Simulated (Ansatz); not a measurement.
# Sb5P3: a short molecular-dynamics run

A trajectory of Sb5P3, an element-swapped structure with 8 atoms that was not relaxed first: 20 steps of 1 fs under a Nosé-Hoover thermostat at 300 K.

All numbers below are computed with Ansatz 0.2.0 (DFT revPBE, plane waves, PAW, scalar-relativistic, no spin polarisation).

## Step 1: Starting point

The cell holds 8 atoms (P3Sb5): a = 3.433 Å, b = 5.780 Å, c = 9.098 Å, α = 108.52°, β = 79.13°, γ = 90.00°.

Structure file:

```xyz
8
Lattice="0.0000 3.4326 0.0000 0.0000 0.0000 5.7803 8.4545 1.7163 -2.8901" Properties=species:S:1:pos:R:3 pbc="T T T"
Sb    6.6841    1.7163    3.3341
Sb    1.7704    3.4326    0.4439
Sb    0.0000    1.7163    2.9768
P     5.3956    3.4326    2.6474
P     3.0588    1.7163   -0.2428
P     0.0000    0.0000    1.7977
Sb    3.8299    3.4326    4.1560
Sb    4.6246    1.7163    1.2659
```

## Step 2: Molecular dynamics

Input file input.yaml:

```yaml
crystal:
  lattice:
    - [0.0, 3.432618, 0.0]
    - [0.0, 0.0, 5.780274]
    - [8.454453, 1.716309, -2.890137]
  atoms:
    - { symbol: Sb, position: [0.1047, 0.9721, 0.7906] }
    - { symbol: Sb, position: [0.8953, 0.1815, 0.2094] }
    - { symbol: Sb, position: [0.5, 0.515, 0.0] }
    - { symbol: P, position: [0.6809, 0.7771, 0.6382] }
    - { symbol: P, position: [0.3191, 0.1389, 0.3618] }
    - { symbol: P, position: [0.0, 0.311, 0.0] }
    - { symbol: Sb, position: [0.7735, 0.9455, 0.453] }
    - { symbol: Sb, position: [0.2265, 0.4925, 0.547] }
kpoints:
  mp_grid: { grid: [4, 3, 2] }
magnetization:
  spin_polarized: false
scf:
  occupations: { method: fermi_dirac, width: 0.05 }
hamiltonian:
  pseudopotentials: { kind: paw }
  xc: revpbe
basis:
  ecutwfc: 420
  xc_grid: 3
md:
  timestep: 1.0
  n_steps: 20
  ensemble: nvt_nose_hoover
  temperature: 300.0
  initial_velocities: maxwell_boltzmann
  seed: 298886
```

Launch:

```
$ ansatz run input.yaml --threads 2 --pin off --max-ram 2560MiB --backend cpu --events-out ev --progress --plain --runs-dir out
```

Log, cut to the lines that bear on the results:

```text
Warning: md: disabling space-group detection — thermal motion breaks the input geometry's symmetry, so no spatial operation reduces the k-mesh or symmetrises the density; time reversal is kept, so that k and −k are solved as one point where they differ and the mesh holds both, and exact [...]
Warning: RAYON_NUM_THREADS=2 ignored (pool sized by the plan → 2); use --threads N
[...]
Pseudopotentials: kind: paw
Pseudopotential: Sb, paw, valence charge 15, recommended cutoff 420 eV (normal), Sb.paw.azcp
Pseudopotential: P, paw, valence charge 5, recommended cutoff 420 eV (normal), P.paw.azcp
Functional definition: revPBE
[...]
Crystal: 8 atoms, lattice volume = 167.749 Å³
Basis set: ecut = 420 eV, 3277 PW (Γ), exchange–correlation on 72×120×192 points (27 copies of the dense FFT grid, shifted against one another)
Bands: 54, of which v1, the nominal top of the filled ones, is band 45 counted from 1 (44 counted from 0)
Symmetry: 1 space group operations
k-points: 14 of 24 (time reversal used)
[...]
SCF iter   1: F=—  HF=-34708.178156 eV  |F-HF|=—  |Δ(HF+E_count)|=         —  Δρ=7.86e-3  dr2=1.49e-1  ethr=1.77e-3  ⟨swp⟩=9.4  Hψ=3698  notcnv=0  defer=4
[...]
md step     0: t =     0.00 fs  T =   300.0 K  F+E_penalty+E_count = -34708.14566466 eV  E_kin = 0.271446 eV  conserved = -34707.87421866 eV  (10 SCF iters)
[...]
md step     5: t =     5.00 fs  T =   734.2 K  F+E_penalty+E_count = -34708.53984144 eV  E_kin = 0.664280 eV  conserved = -34707.87506468 eV  (3 SCF iters)
[...]
md step     6: t =     6.00 fs  T =   860.5 K  F+E_penalty+E_count = -34708.65491551 eV  E_kin = 0.778591 eV  conserved = -34707.87527085 eV  (3 SCF iters)
SCF iter   1: F=—  HF=-34708.774587 eV  |F-HF|=—  |Δ(HF+E_count)|=         —  Δρ=9.79e-6  dr2=6.45e-7  ethr=5.03e-9  ⟨swp⟩=2.1  Hψ=1629  notcnv=0  defer=25
```

## Step 3: More of the same log

The log, continued, cut to the lines that bear on the results:

```text
[...]
SCF iter   2: F=—  HF=-34708.774587 eV  |F-HF|=—  |Δ(HF+E_count)|=   8.34e-8  Δρ=2.53e-6  dr2=1.91e-8  ethr=7.17e-10  ⟨swp⟩=2.0  Hψ=1007  notcnv=0  defer=25
[...]
md step     7: t =     7.00 fs  T =   991.5 K  F+E_penalty+E_count = -34708.77458658 eV  E_kin = 0.897101 eV  conserved = -34707.87547095 eV  (3 SCF iters)
[...]
md step    10: t =    10.00 fs  T =  1376.2 K  F+E_penalty+E_count = -34709.13035053 eV  E_kin = 1.245208 eV  conserved = -34707.87593885 eV  (7 SCF iters)
[...]
md step    13: t =    13.00 fs  T =  1692.2 K  F+E_penalty+E_count = -34709.43470225 eV  E_kin = 1.531153 eV  conserved = -34707.87604353 eV  (4 SCF iters)
[...]
md step    16: t =    16.00 fs  T =  1917.1 K  F+E_penalty+E_count = -34709.67300091 eV  E_kin = 1.734629 eV  conserved = -34707.87574103 eV  (3 SCF iters)
[...]
md step    20: t =    20.00 fs  T =  2150.2 K  F+E_penalty+E_count = -34709.96399055 eV  E_kin = 1.945540 eV  conserved = -34707.87504225 eV  (7 SCF iters)
SCF converged after 7 iterations
Free energy (F): -34709.963991 eV
[...]
E sigma→0 (E₀):  -34709.944109 eV
Entropy (-TS):   -0.039763 eV (-4.970 meV/atom)
Fermi energy:    12.690045 eV
[...]
--- Forces (eV/Å), atoms counted from 1 ---
  atom   1  Sb    -1.62147951     0.03200960    -1.08631097
  atom   2  Sb     2.86507907    -0.27573643    -1.20490673
  atom   3  Sb     0.10055011    -0.78185547     5.44980871
  atom   4  P     -0.05266702     0.54607538    -0.69504062
  atom   5  P     -0.10281164     0.50142580    -0.64597462
  atom   6  P     -1.21300651     0.20740315     5.50271905
  atom   7  Sb     0.80851286     0.10010996    -3.53607714
  atom   8  Sb    -0.78417718    -0.32943128    -3.78421513
[...]
--- MD trajectory: 20 steps, t = 0.0 → 20.0 fs ---
  final state: T = 2150.2 K   F+E_penalty+E_count = -34709.96399055 eV   E_kin = 1.945540 eV
  conserved energy: peak-to-peak 1.838e-3 eV (2.298e-4 eV/atom) over 20.0 fs
```

It took 42 s on 2 threads of Intel Xeon Platinum 8559C (Emerald Rapids), shared host; peak memory 0.59 GiB.

## Step 4: What the atoms did

One step in 2; energies are changes from step 0; msd is the mean square displacement from the start, the centre of mass held:

| time (fs) | T (K) | potential energy change (meV/atom) | conserved energy change (meV/atom) | msd P (Å²) | msd Sb (Å²) |
| --- | --- | --- | --- | --- | --- |
| 0.0 | 300 | 0.0 | 0.00 | 0.000 | 0.000 |
| 2.0 | 421 | -13.7 | -0.03 | 0.000 | 0.000 |
| 4.0 | 616 | -35.9 | -0.08 | 0.001 | 0.000 |
| 6.0 | 860 | -63.7 | -0.13 | 0.002 | 0.000 |
| 8.0 | 1123 | -93.7 | -0.18 | 0.004 | 0.000 |
| 10.0 | 1376 | -123.1 | -0.22 | 0.008 | 0.001 |
| 12.0 | 1597 | -149.4 | -0.23 | 0.012 | 0.001 |
| 14.0 | 1776 | -171.8 | -0.22 | 0.018 | 0.002 |
| 16.0 | 1917 | -190.9 | -0.19 | 0.024 | 0.003 |
| 18.0 | 2034 | -208.5 | -0.15 | 0.031 | 0.005 |
| 20.0 | 2150 | -227.3 | -0.10 | 0.038 | 0.007 |

time (fs), T (K) and a bar:
```
      0.0        300 
      1.0        350 #
      2.0        421 ##
      3.0        511 ###
      4.0        616 #####
      5.0        734 #######
      6.0        860 #########
      7.0        991 ###########
      8.0       1123 #############
      9.0       1253 ###############
     10.0       1376 #################
     11.0       1492 ###################
     12.0       1597 #####################
     13.0       1692 #######################
     14.0       1776 ########################
     15.0       1851 #########################
     16.0       1917 ##########################
     17.0       1977 ###########################
     18.0       2034 ############################
     19.0       2091 #############################
     20.0       2150 ##############################
```

## Step 5: Positions and forces

Positions (Å) and forces (eV/Å):

```xyz
8
Lattice="0.000 3.433 0.000 0.000 0.000 5.780 8.454 1.716 -2.890" Properties=species:S:1:pos:R:3:forces:R:3 pbc="T T T" time_fs=2.0 T=421 dE=-0.1094
Sb    6.684    1.716    3.335    2.699   -0.031    0.276
Sb    1.768    3.436    0.448   -2.453   -0.008    0.190
Sb    0.005    1.718    2.978   -0.010   -0.499   11.474
P     5.399    3.430    2.648    1.104    0.087   -2.393
P     3.048    1.713   -0.249   -1.044    0.109   -2.389
P     0.005   -0.009    1.785   -0.194    0.412   -4.329
Sb    3.827    3.430    4.157   -2.006   -0.010   -1.371
Sb    4.625    1.718    1.265    1.905   -0.060   -1.457
8
Lattice="0.000 3.433 0.000 0.000 0.000 5.780 8.454 1.716 -2.890" Properties=species:S:1:pos:R:3:forces:R:3 pbc="T T T" time_fs=5.0 T=734 dE=-0.3942
Sb    6.686    1.715    3.336    2.364   -0.066    0.197
Sb    1.762    3.440    0.453   -1.800   -0.112   -0.052
Sb    0.013    1.720    2.985   -0.011   -1.080   10.834
P     5.406    3.426    2.643    0.888    0.231   -2.203
P     3.029    1.707   -0.263   -0.772    0.270   -2.108
P     0.012   -0.023    1.756   -0.500    0.905   -3.218
Sb    3.822    3.427    4.156   -1.691   -0.029   -1.623
Sb    4.627    1.722    1.262    1.523   -0.120   -1.827
8
Lattice="0.000 3.433 0.000 0.000 0.000 5.780 8.454 1.716 -2.890" Properties=species:S:1:pos:R:3:forces:R:3 pbc="T T T" time_fs=8.0 T=1123 dE=-0.7500
Sb    6.690    1.715    3.338    1.820   -0.087    0.042
Sb    1.756    3.444    0.458   -0.900   -0.193   -0.381
Sb    0.022    1.722    3.001   -0.005   -1.361    9.903
P     5.416    3.422    2.632    0.639    0.360   -1.923
P     3.007    1.703   -0.283   -0.506    0.409   -1.776
P     0.017   -0.033    1.718   -0.852    1.094   -1.628
Sb    3.815    3.423    4.155   -1.253   -0.040   -1.979
Sb    4.630    1.725    1.258    1.059   -0.181   -2.257
8
Lattice="0.000 3.433 0.000 0.000 0.000 5.780 8.454 1.716 -2.890" Properties=species:S:1:pos:R:3:forces:R:3 pbc="T T T" time_fs=10.0 T=1376 dE=-0.9847
Sb    6.693    1.714    3.339    1.350   -0.090   -0.099
Sb    1.751    3.447    0.462   -0.193   -0.233   -0.628
Sb    0.027    1.722    3.015    0.004   -1.389    9.160
P     5.424    3.420    2.621    0.474    0.431   -1.706
P     2.992    1.700   -0.299   -0.354    0.480   -1.548
P     0.019   -0.039    1.690   -1.093    1.061   -0.374
Sb    3.810    3.421    4.154   -0.917   -0.040   -2.251
Sb    4.633    1.727    1.255    0.729   -0.220   -2.553
8
Lattice="0.000 3.433 0.000 0.000 0.000 5.780 8.454 1.716 -2.890" Properties=species:S:1:pos:R:3:forces:R:3 pbc="T T T" time_fs=12.0 T=1597 dE=-1.1954
Sb    6.697    1.714    3.340    0.807   -0.083   -0.267
Sb    1.746    3.450    0.465    0.560   -0.259   -0.869
Sb    0.032    1.722    3.033    0.017   -1.324    8.358
P     5.432    3.419    2.609    0.322    0.487   -1.481
P     2.977    1.698   -0.317   -0.233    0.531   -1.325
P     0.020   -0.043    1.662   -1.310    0.936    0.959
Sb    3.805    3.419    4.151   -0.562   -0.032   -2.533
Sb    4.635    1.729    1.250    0.398   -0.256   -2.842
8
Lattice="0.000 3.433 0.000 0.000 0.000 5.780 8.454 1.716 -2.890" Properties=species:S:1:pos:R:3:forces:R:3 pbc="T T T" time_fs=15.0 T=1851 dE=-1.4537
Sb    6.702    1.713    3.342   -0.106   -0.054   -0.558
Sb    1.739    3.454    0.470    1.656   -0.279   -1.157
Sb    0.040    1.721    3.063    0.044   -1.131    7.147
P     5.445    3.419    2.587    0.135    0.542   -1.148
P     2.953    1.697   -0.347   -0.118    0.564   -1.018
P     0.018   -0.047    1.623   -1.509    0.659    2.927
Sb    3.797    3.415    4.146   -0.023   -0.002   -2.949
Sb    4.640    1.731    1.242   -0.080   -0.299   -3.244
8
Lattice="0.000 3.433 0.000 0.000 0.000 5.780 8.454 1.716 -2.890" Properties=species:S:1:pos:R:3:forces:R:3 pbc="T T T" time_fs=18.0 T=2034 dE=-1.6681
Sb    6.708    1.712    3.343   -1.048   -0.007   -0.878
Sb    1.733    3.458    0.473    2.520   -0.279   -1.267
Sb    0.048    1.720    3.098    0.076   -0.912    6.056
P     5.458    3.419    2.562    0.006    0.558   -0.854
P     2.930    1.697   -0.379   -0.084    0.543   -0.768
P     0.012   -0.049    1.592   -1.441    0.371    4.623
Sb    3.790    3.412    4.139    0.491    0.051   -3.322
Sb    4.644    1.734    1.232   -0.519   -0.325   -3.590
8
Lattice="0.000 3.433 0.000 0.000 0.000 5.780 8.454 1.716 -2.890" Properties=species:S:1:pos:R:3:forces:R:3 pbc="T T T" time_fs=20.0 T=2150 dE=-1.8183
Sb    6.711    1.712    3.343   -1.621    0.032   -1.086
Sb    1.730    3.460    0.475    2.865   -0.276   -1.205
Sb    0.053    1.718    3.124    0.101   -0.782    5.450
P     5.466    3.421    2.544   -0.053    0.546   -0.695
P     2.914    1.698   -0.402   -0.103    0.501   -0.646
P     0.006   -0.049    1.578   -1.213    0.207    5.503
Sb    3.785    3.409    4.134    0.809    0.100   -3.536
Sb    4.646    1.735    1.224   -0.784   -0.329   -3.784
```

## Step 6: Outcome

| quantity | value |
| --- | --- |
| length | 20 steps of 1 fs |
| temperature, first and last step | 300 and 2150 K |
| temperature, second half | mean 1814 K, from 1376 to 2150 K |
| potential energy, second half | -179 meV/atom from the start |
| largest change of the conserved energy | 0.23 meV/atom |
| mean square displacement, second half | P 0.021, Sb 0.003 Å² |

**Reading.** Against a set 300 K the second half averages 1814 K, going from 1376 to 2150 K over that half; the potential energy of that half lies 179 meV/atom under the start, so the atoms have moved to lower-lying arrangements, and the energy set free heats the cell. The conserved energy strays from its start by at most 0.23 meV/atom, 0.2 % of the mean kinetic energy, which is good for a step of 1 fs. The farthest move is 0.23 Å, against a mean nearest distance of 2.2 Å at the start: no atom has changed site so far. Settings off the usual here: hamiltonian.xc, basis.xc_grid. A run of 20 fs with 8 atoms shows the motion but fixes no equilibrium value. The k-mesh is coarse.
